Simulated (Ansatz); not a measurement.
# TaO3: the cost of one run

Program: Ansatz 0.2.0. Level of theory: DFT PBEsol, scalar-relativistic, plane waves, PAW. These are calculated values, not measurements.

1 further run of the same task is left out (set aside as unsound or not needed). Runs told in other sessions of the task aren't counted.

## 1. The structure to begin with

Symmetry: Pm-3m, No. 221, cubic system. The conventional cell has a = 3.960 Å, b = 3.960 Å, c = 3.960 Å, α = 90.00°, β = 90.00°, γ = 90.00°. Ta (site symmetry m-3m) has 6 O at 1.98 Å in its first shell of neighbours. O (site symmetry 4/mmm) has 2 Ta at 1.98 Å in its first shell of neighbours.

Structure file:

```xyz
4
Lattice="3.9603 0.0000 0.0000 0.0000 3.9603 0.0000 0.0000 0.0000 3.9603" Properties=species:S:1:pos:R:3 pbc="T T T"
Ta    1.9802    1.9802    1.9802
O     0.0000    1.9802    1.9802
O     1.9802    1.9802    0.0000
O     1.9802    0.0000    1.9802
```

The structure comes from the Materials Project (structure only).

## 5. The grid

The energy is mapped over volume and the cell's shape.

First coordinate, volume per atom: 5 values from 13.27 to 16.89 Å³. Second coordinate, c/a of the conventional cell: 5 values from 0.834 to 1.200.

Nothing else is relaxed (symmetry fixes all fractional coordinates). Energies count from the relaxed crystal. Points are written as (first, second).

(The set-up runs are not shown.)

## 6. Point (16.89 Å³, 0.834)

The input, input.yaml:

```yaml
crystal:
  lattice:
    - [4.3277395799, 0.0, 0.0]
    - [0.0, 4.3277395799, 0.0]
    - [0.0, 0.0, 3.6076037138]
  atoms:
    - { symbol: Ta, position: [0.5, 0.5, 0.5] }
    - { symbol: O, position: [0.0, 0.5, 0.5], spin: 0.19 }
    - { symbol: O, position: [0.5, 0.5, 0.0], spin: 0.19 }
    - { symbol: O, position: [0.5, 0.0, 0.5], spin: 0.19 }
basis:
  ecutwfc: 520.0
kpoints:
  mp_grid: { grid: [12, 12, 12] }
hamiltonian:
  xc: pbesol
  pseudopotentials: { kind: paw, azcp: { folder: soft_1 } }
scf:
  occupations: { method: gaussian, width: 0.15 }
output:
  forces: true
  stress: true
  eigenvalues: true
  populations: true
magnetization:
  spin_polarized: true
```

Command:

```bash
$ ansatz run input.yaml --threads 2 --pin off --max-ram 4096MiB --backend cpu --events-out ev --progress --plain --runs-dir out
```

**Question.** How long does this run take on 2 threads of Arm Neoverse N1, shared host, and how much memory does it need?

About 54 s, with a peak of 0.72 GiB.
